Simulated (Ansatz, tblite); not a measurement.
# SnH2Me(OMe) (C₂H₈OSn): rung by rung

Aim: run the singlet of SnH2Me(OMe) (C₂H₈OSn) at one geometry on many levels, and compare frontier levels, spin and run time.

Program: Ansatz 0.2.0, Gaussian basis. Level of theory: as each input shows. These are calculated values, not measurements.

The runs, in order: GFN1-xTB, GFN2-xTB, PBE-D4/def2-TZVP, r2SCAN-D4/def2-TZVP, BLYP-D4/def2-TZVP, LDA/def2-TZVP, r2SCANh-D4/def2-TZVP, B97M-V/def2-TZVP, HF/def2-TZVP, r2SCAN0-D4/def2-TZVP, B3LYP-D4/def2-TZVP, PBE-D4/def2-SVP, PBE0-D4/def2-SVP, CCSD(T)/def2-TZVP, RPA/def2-TZVP.

## (1) The geometry

The singlet was relaxed beforehand with PBE-D4/def2-SVP.

12 atoms, charge 0, spin multiplicity 1.

Bond lengths: Sn1–H2 1.739 Å, Sn1–H3 1.739 Å, Sn1–C4 2.154 Å, Sn1–O8 2.022 Å, C4–H5 1.107 Å, C4–H6 1.106 Å, C4–H7 1.106 Å, O8–C9 1.406 Å, C9–H10 1.120 Å, C9–H11 1.114 Å, C9–H12 1.120 Å. Angles: H2–Sn1–H3 110.6°, H2–Sn1–C4 113.8°, H2–Sn1–O8 107.5°, H3–Sn1–C4 113.9°, H3–Sn1–O8 107.6°, C4–Sn1–O8 102.7°, Sn1–C4–H5 110.5°, Sn1–C4–H6 108.8°, Sn1–C4–H7 109.2°, H5–C4–H6 109.5°, H5–C4–H7 109.5°, H6–C4–H7 109.3°, Sn1–O8–C9 119.4°, O8–C9–H10 113.7°, O8–C9–H11 108.6°, O8–C9–H12 113.7°, H10–C9–H11 106.7°, H10–C9–H12 106.9° and more.

Sn takes a core potential in the def2 sets. No spin-orbit coupling is included.

PBE0-D4/def2-TZVP was run before; its log isn't repeated, and its numbers join the tables.

## (2) GFN1-xTB

Tight binding, by tblite at 300 K electronic temperature and without a spin-polarisation term:

```python
tblite.interface.Calculator('GFN1-xTB', numbers, positions, charge=0, uhf=0).singlepoint()
```

Energy -427.3503 eV, HOMO -11.92 eV, LUMO -6.12 eV; 0.007 s.

## (3) GFN2-xTB

Tight binding, by tblite at 300 K electronic temperature and without a spin-polarisation term:

```python
tblite.interface.Calculator('GFN2-xTB', numbers, positions, charge=0, uhf=0).singlepoint()
```

Energy -393.8825 eV, HOMO -10.98 eV, LUMO -6.25 eV; 0.004 s.

## (4) PBE-D4/def2-TZVP

start.molden holds the orbitals of an earlier run on this state, given as this run's starting guess.

The input, in.yaml:

```yaml
crystal:
  periodic: [false, false, false]
  atoms:
    - {symbol: Sn, position_ang: [0.530154, 0.610495, 0.343909]}
    - {symbol: H, position_ang: [0.539752, 0.574892, 2.082795]}
    - {symbol: H, position_ang: [2.150758, 0.511489, -0.279481]}
    - {symbol: C, position_ang: [-0.628618, 2.225317, -0.487308]}
    - {symbol: H, position_ang: [-0.238074, 3.200659, -0.139253]}
    - {symbol: H, position_ang: [-1.680956, 2.112641, -0.165078]}
    - {symbol: H, position_ang: [-0.576628, 2.179538, -1.591338]}
    - {symbol: O, position_ang: [-0.469648, -1.027692, -0.293451]}
    - {symbol: C, position_ang: [0.001392, -2.304363, 0.061804]}
    - {symbol: H, position_ang: [1.032420, -2.525371, -0.315682]}
    - {symbol: H, position_ang: [-0.674156, -3.069455, -0.383458]}
    - {symbol: H, position_ang: [0.013602, -2.488140, 1.166524]}
basis:
  gaussian: {orbitals: def2-TZVP, initial_orbitals: start.molden}
hamiltonian: {xc: pbe, dispersion: d4}
scf: {omitted_lower_state_checks: [starts]}
output: {orbitals: {seedname: orbitals}}
```

On the command line:

```console
$ ansatz run in.yaml --threads 4 --pin off --events-out ev --progress --plain --max-ram 3916MiB
```

After this run come: r2SCAN-D4/def2-TZVP; BLYP-D4/def2-TZVP; LDA/def2-TZVP; r2SCANh-D4/def2-TZVP; B97M-V/def2-TZVP; HF/def2-TZVP; r2SCAN0-D4/def2-TZVP; B3LYP-D4/def2-TZVP; PBE-D4/def2-SVP; PBE0-D4/def2-SVP; CCSD(T)/def2-TZVP; RPA/def2-TZVP.

**Question.** What will the summary of the whole plan be? Wanted: gap in def2-TZVP, named functionals and Hartree-Fock, smallest and largest; correlation energy, CCSD(T)/def2-TZVP; binding an atom, CCSD(T)/def2-TZVP; PBE0 total energy, smallest basis above largest.

The runs gave:

| quantity | value |
| --- | --- |
| gap in def2-TZVP, named functionals and Hartree-Fock, smallest and largest | 4.56 eV (LDA), 13.46 eV (HF) |
| correlation energy, CCSD(T)/def2-TZVP | -26.59 eV |
| binding an atom, CCSD(T)/def2-TZVP | 3.357 eV |
| PBE0 total energy, smallest basis above largest | 5.21 eV (def2-SVP, def2-TZVP) |

In words: Over the named functionals and Hartree-Fock in def2-TZVP the gap runs from 4.56 eV (LDA) to 13.46 eV (HF); exact exchange widens it. The functionals in def2-TZVP miss CCSD(T)/def2-TZVP by +0.066 (r2SCAN0-D4) to +0.597 eV (LDA) an atom. The reference is CCSD(T) in one finite basis, so it carries an error of its own, often a tenth of an eV or more, and near misses can't be ranked.
